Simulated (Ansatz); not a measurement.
**TiAl: a tetragonal deformation path**

The task, for TiAl: follow a tetragonal deformation at fixed volume.

Method: DFT LDA, scalar-relativistic, plane waves, PAW, in Ansatz 0.2.0.

## 1. Starting point

It takes space group P4/mmm (No. 123, tetragonal). Conventional cell: a = 2.837 Å, b = 2.837 Å, c = 4.059 Å, α = 90.00°, β = 90.00°, γ = 90.00°. Around Ti (site symmetry 4/mmm) lie 4 Ti at 2.84 Å and 8 Al at 2.85 Å. Around Al (site symmetry 4/mmm) lie 4 Al at 2.84 Å and 8 Ti at 2.85 Å.

As a file:

```xyz
2
Lattice="2.8373 0.0000 0.0000 0.0000 2.8373 0.0000 0.0000 0.0000 4.0591" Properties=species:S:1:pos:R:3 pbc="T T T"
Ti    0.0000    0.0000    0.0000
Al    1.4186    1.4186    2.0295
```

No relaxation comes first: the listed cell is the starting point.

## 2. The reference: the undisturbed cell on the scan's mesh

input.yaml

```yaml
crystal:
  lattice:
    - [2.8373, 0.0, 0.0]
    - [0.0, 2.8373, 0.0]
    - [0.0, 0.0, 4.0591]
  atoms:
    - { symbol: Ti, position: [0.0, 0.0, 0.0] }
    - { symbol: Al, position: [0.5, 0.5, 0.5] }
basis:
  ecutwfc: 420
kpoints:
  mp_grid: { grid: [18, 18, 14] }
hamiltonian:
  xc: lda
scf:
  occupations: { method: gaussian, width: 0.15 }
output:
  forces: true
  stress: true
  eigenvalues: true
```

## 3. Next: a tetragonal deformation path

At fixed volume and fractional coordinates, lengths along (0.000, 0.000, 1.000) are scaled against those across it; ρ is that ratio over its starting value.

## 4. At ρ = 0.850

input.yaml: that of step 2 with these lines changed.

```diff
@@ -2,5 +2,5 @@
   lattice:
-    - [2.8373, 0.0, 0.0]
-    - [0.0, 2.8373, 0.0]
-    - [0.0, 0.0, 4.0591]
+    - [2.9952445238, 0.0, 0.0]
+    - [0.0, 2.9952445238, 0.0]
+    - [0.0, 0.0, 3.6422998941]
   atoms:
```

## 5. At ρ = 1.200

input.yaml: that of step 4 with these lines changed.

```diff
@@ -2,5 +2,5 @@
   lattice:
-    - [2.9952445238, 0.0, 0.0]
-    - [0.0, 2.9952445238, 0.0]
-    - [0.0, 0.0, 3.6422998941]
+    - [2.6700015247, 0.0, 0.0]
+    - [0.0, 2.6700015247, 0.0]
+    - [0.0, 0.0, 4.5837112138]
   atoms:
```

## 6. At ρ = 0.920

input.yaml: that of step 5 with these lines changed.

```diff
@@ -2,5 +2,5 @@
   lattice:
-    - [2.6700015247, 0.0, 0.0]
-    - [0.0, 2.6700015247, 0.0]
-    - [0.0, 0.0, 4.5837112138]
+    - [2.9172656764, 0.0, 0.0]
+    - [0.0, 2.9172656764, 0.0]
+    - [0.0, 0.0, 3.8396205049]
   atoms:
```

## 7. Point ρ = 1.100

input.yaml: that of step 6 with these lines changed.

```diff
@@ -2,5 +2,5 @@
   lattice:
-    - [2.9172656764, 0.0, 0.0]
-    - [0.0, 2.9172656764, 0.0]
-    - [0.0, 0.0, 3.8396205049]
+    - [2.7485756603, 0.0, 0.0]
+    - [0.0, 2.7485756603, 0.0]
+    - [0.0, 0.0, 4.3253860393]
   atoms:
```

## 8. At ρ = 0.960

input.yaml: that of step 7 with these lines changed.

```diff
@@ -2,5 +2,5 @@
   lattice:
-    - [2.7485756603, 0.0, 0.0]
-    - [0.0, 2.7485756603, 0.0]
-    - [0.0, 0.0, 4.3253860393]
+    - [2.8761719537, 0.0, 0.0]
+    - [0.0, 2.8761719537, 0.0]
+    - [0.0, 0.0, 3.9501225792]
   atoms:
```

(Steps that only read results are left out.)

**Question.** What will these runs give? Wanted: highest point.

The runs gave:

| quantity | value |
| --- | --- |
| highest point | 87.6 meV/atom at ρ = 1.200 |

What this shows: No sampled point lies below the undisturbed cell. No further minimum shows among the sampled points.
